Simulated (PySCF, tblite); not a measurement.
# AlFGeH4O5, a small molecule taken as a stand-in for a surface group (Ge site with back bonds O, F, O[Al](O)O): NMR shifts, core binding energies and electronic excitations, part 2 of 2

tblite 0.8.0 and PySCF 2.14.0. Atoms count from 0, parts from 1. Earlier steps stand in the parts before.

## 6. Excited states and response: CAM-B3LYP/def2-SVPD

Job settings and geometry (Å):

```
{"job": {"kind": "uv", "xc": "CAM-B3LYP", "basis": "def2-SVPD", "nstates": 6, "ntriplets": 2, "ip": true}, "charge": 0, "multiplicity": 1}
Ge    -0.767229     0.530585     0.913603
O     -2.416147     1.097739     0.956443
F      0.190309     1.750789     1.683932
O     -0.139028     0.394189    -0.715191
Al     0.779016    -0.886992    -1.353325
O      1.389766    -0.990067    -2.919933
O      1.033690    -2.124464    -0.205529
O     -0.648588    -0.991734     1.741802
H     -2.464123     2.058209     1.020382
H      1.288468    -0.331023    -3.608063
H      1.519316    -2.940716    -0.336096
H     -0.016240    -1.577228     1.280492
```

Method: TDDFT CAM-B3LYP/def2-SVPD, vertical, gas phase, core orbitals frozen in the response.

What it wrote:

```text
coarse grid: 54856 points
cycle   1  E = -2797.0083585651  dE =  2.941e-01  |g| = 1.569e+00  |ddm| = 5.496e+00
cycle   2  E = -2796.7130095854  dE =  2.953e-01  |g| = 2.075e+00  |ddm| = 5.481e+00
cycle   3  E = -2797.4465587164  dE = -7.335e-01  |g| = 6.640e-02  |ddm| = 2.824e+00
cycle   4  E = -2797.4470905903  dE = -5.319e-04  |g| = 4.713e-02  |ddm| = 1.814e-01
cycle   5  E = -2797.4474518216  dE = -3.612e-04  |g| = 1.117e-02  |ddm| = 5.383e-02
cycle   6  E = -2797.4474755157  dE = -2.369e-05  |g| = 2.250e-03  |ddm| = 1.865e-02
cycle   7  E = -2797.4474762492  dE = -7.334e-07  |g| = 1.609e-03  |ddm| = 4.181e-03
final grid: 114064 points
cycle   8  E = -2797.4473888122  dE =  3.974e-07  |g| = 2.371e-03  |ddm| = 6.382e-03
cycle   9  E = -2797.4473875230  dE =  1.289e-06  |g| = 3.578e-03  |ddm| = 5.970e-03
cycle  10  E = -2797.4473898182  dE = -2.295e-06  |g| = 1.323e-04  |ddm| = 3.616e-03
cycle  11  E = -2797.4473898212  dE = -3.006e-09  |g| = 1.969e-05  |ddm| = 1.722e-04
cycle  12  E = -2797.4473898214  dE = -1.432e-10  |g| = 7.259e-06  |ddm| = 5.450e-05
converged SCF energy = -2797.4473898214

Static polarisability (au): isotropic 64.728, principal 56.044 63.729 74.412

Singlet excitations
state   eV       nm        f      main configurations
  1   7.1348    173.8   0.01227   H->L 0.52, H-3->L 0.23
  2   7.3049    169.7   0.00659   H-3->L 0.41, H-4->L 0.26, H-1->L 0.19
  3   7.4168    167.2   0.02644   H-2->L 0.29, H->L 0.19, H-1->L 0.16
  4   7.5676    163.8   0.03491   H-2->L 0.51, H-1->L 0.11, H-3->L 0.09
  5   7.6730    161.6   0.04580   H-4->L 0.38, H-1->L+1 0.24, H-1->L 0.13
  6   7.9186    156.6   0.06398   H-5->L 0.42, H-6->L 0.26, H-1->L+1 0.08

Triplet excitations (Tamm-Dancoff, eV): 6.8062 6.9509
Vertical ionisation energy (delta-SCF) = 11.8593 eV
Vertical electron affinity (delta-SCF) = 0.1030 eV
```

Run time: 7.6 min. Hardware: 1 thread of Arm Neoverse V2, shared host; peak memory 1.3 GiB.

Frontier orbitals and where they lie:

| orbital | eV | atoms |
| --- | --- | --- |
| HOMO−3 | -11.49 | O5 65 %, O6 15 %, Al4 7 % |
| HOMO−2 | -11.29 | O7 42 %, O3 39 %, Ge0 4 % |
| HOMO−1 | -11.15 | O1 57 %, O3 13 %, O7 12 % |
| HOMO | -10.92 | O7 64 %, O3 15 %, O1 5 % |
| LUMO | -0.70 | Al4 55 %, O5 9 %, Ge0 8 % |
| LUMO+1 | 0.60 | Ge0 29 %, O1 17 %, H8 9 % |
| LUMO+2 | 1.15 | O6 26 %, O5 20 %, Al4 14 % |

With each of the 6 states as a Gaussian band of 0.4 eV half-width at 1/e, the curve within the window shown has maxima at 162 nm (ε 5,800) L/(mol cm). Beyond the last state computed it falls off for lack of states. The curve at chosen wavelengths:

nm, ε (L/mol/cm) and a bar:
```
      151       1886 #########
      153       2896 ###############
      154       3432 #################
      156       4453 #######################
      157       4894 #########################
      159       5551 ############################
      160       5746 #############################
      162       5848 ##############################
      163       5762 ##############################
      165       5357 ###########################
      166       5063 ##########################
      168       4356 ######################
      169       3970 ####################
      171       3194 ################
      172       2822 ##############
      174       2142 ###########
      175       1841 #########
      177       1325 ######
      178       1110 #####
      180        759 ###
      181        620 ###
      183        402 ##
      184        320 #
      186        197 #
      187        153 
      189         89
```

Ground-state properties from the same run:

| property | computed |
| --- | --- |
| dipole moment (D) | 3.82 |
| polarisability (Å³) | 9.59 |
| HOMO–LUMO gap (eV) | 10.22 |
| −ε(HOMO) (eV) | 10.92 |

## 7. Summary of results

The summary covers parts 1 to 2.

```
                                                    quantity                               value
                                                 point group                                  C1
                        rotational constants (main isotopes)                2.48, 0.73, 0.66 GHz
                       ¹H shifts against TMS (PBE0/pcSseg-1)          4.98, 1.66, 1.45, 1.39 ppm
                   ⁷³Ge shifts against GeMe4 (PBE0/pcSseg-1)                             -41 ppm
                      ¹⁷O shifts against H2O (PBE0/pcSseg-1)      67.3, 60.4, 41.6, 9.5, 4.9 ppm
                    ¹⁹F shifts against CFCl3 (PBE0/pcSseg-1)                          -147.9 ppm
                   ²⁷Al shifts against AlH4- (PBE0/pcSseg-1)                            14.0 ppm
O1s binding energies, SCAN/pcX-2 (standing for 3 of 5 atoms)  O1 538.81, O7 538.27, O3 537.85 eV
                            F1s binding energies, SCAN/pcX-2                        F2 691.52 eV
                           Al2p binding energies, SCAN/pcX-2                        Al4 81.81 eV
                        lowest singlet (CAM-B3LYP/def2-SVPD)         7.13 eV (174 nm), f = 0.012
                    brightest single state of those computed         state 6, 7.92 eV, f = 0.064
                                              lowest triplet                             6.81 eV
                           vertical ionisation energy (ΔSCF)                            11.86 eV
                           vertical electron affinity (ΔSCF)                             0.10 eV
```

**Reading.** The start of the PBE0/def2-SVP relaxation was shaken at random by about 0.01 Å, so part of the energy gained, and of the first lengths quoted, undoes that. Relaxing lowered the energy by 0.449 eV in 12 steps; the close pair that moved most is Ge0–O7, from 1.664 to 1.737 Å (PBE0/def2-SVP). At PBE0/pcSseg-1: The largest span, 144 ppm, is at Ge0, where the paramagnetic term is -1387 ppm. At SCAN/pcX-2: The O1s levels kept as sound span 0.97 eV, from O3 (oxygen bonded to Al, Ge) up to O1 (oxygen bonded to Ge, H). Only 3 of the 5 O atoms are covered by sound results. The lowest singlet, at 7.13 eV, is HOMO→LUMO 0.52, HOMO−3→LUMO 0.23 and is weak; of the 6 states computed, the strongest absorption comes from state 6 at 7.92 eV (the last computed, so partners may be missing). The lowest triplet lies 0.33 eV below the lowest singlet (triplets in Tamm-Dancoff, singlets in full TDDFT). ΔSCF puts the ionisation energy at 11.86 eV, 0.94 eV above −ε(HOMO). Spin-orbit coupling is left out, which matters for shieldings and couplings at and beside the heavy atoms. A capped cluster stands for the solid here, so long-range fields and strain are missing, and bands or shifts of the capping hydrogens have no counterpart in it.
